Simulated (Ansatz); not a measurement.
Working through a frozen displacement of one atom of Al₂O₃, space group P-6m2

Computed with the Ansatz DFT code, driven from Python.

Notebook, run cell by cell (the value of a cell's last expression is shown):

```python
import warnings

import ansatz as az
import numpy as np
```

```python
warnings.simplefilter('ignore', az.DeckWarning)

vectors = np.array([
    [2.88432495, 0.0, 0.0],
    [-1.44216247, 2.49789868, 0.0],
    [0.0, 0.0, 9.33675446],
])
crystal = (
    az.Lattice.of(vectors)
    .atom('Al', (0.0, 0.0, 0.14999233))
    .atom('Al', (0.0, 0.0, 0.85000767))
    .atom('O', (1 / 3, 2 / 3, 0.22231692))
    .atom('O', (2 / 3, 1 / 3, 0.0))
    .atom('O', (1 / 3, 2 / 3, 0.77768308))
)

inverse = np.linalg.inv(np.array(crystal.lattice.vectors))
home = np.array(crystal.sites[2].position)
values = np.linspace(-0.05, 0.05, 5)
energies, pulls = [], []
for shift in values:
    moved = crystal.move(2, to=home + shift * inverse[1])
    calculation = (
        moved.calculation()
        .occupations(az.OccupationsMethod.FIXED)  # no smearing
        .kpoints(12, 12, 2)  # the mesh must be finer for metals
        .functional('LDA')
        .forces()  # eV per angstrom
    )
    r = calculation.run(threads=1, pin='off').report
    energies.append(r['free_energy_ev'])
    pulls.append(r['forces_ev_ang'][2][1])
```

```python
# the force is minus the slope of the free energy
print('shift (A)   dE (eV)   force along y (eV/A)')
for shift, e, f in zip(values, energies, pulls):
    print(f'{shift:8.3f} {e - energies[2]:10.5f} {f:12.4f}')
print(f'stiffness from energies {2 * np.polyfit(values, energies, 2)[0]:.3f}, from forces {-np.polyfit(values, pulls, 1)[0]:.3f} eV/A^2')
```

    shift (A)   dE (eV)   force along y (eV/A)
      -0.050    0.02240       0.9225
      -0.025    0.00544       0.4414
       0.000    0.00000       0.0000
       0.025    0.00513      -0.4049
       0.050    0.01997      -0.7762
    stiffness from energies 16.951, from forces 16.975 eV/A^2

The curvature of the energy gives 16.951 eV/Å² and the slope of the force 16.975 eV/Å², a positive curvature.

This cell is a computed structure, which may not be the phase found in nature. All periodic images of the atom move with it, so the curvature is one diagonal element of the zone-centre force constants and no normal mode; a positive value doesn't exclude soft modes in which several atoms move. It ran for 38 s on 1 thread of Arm Neoverse V1, with other jobs on the host, peak memory 0.43 GiB.
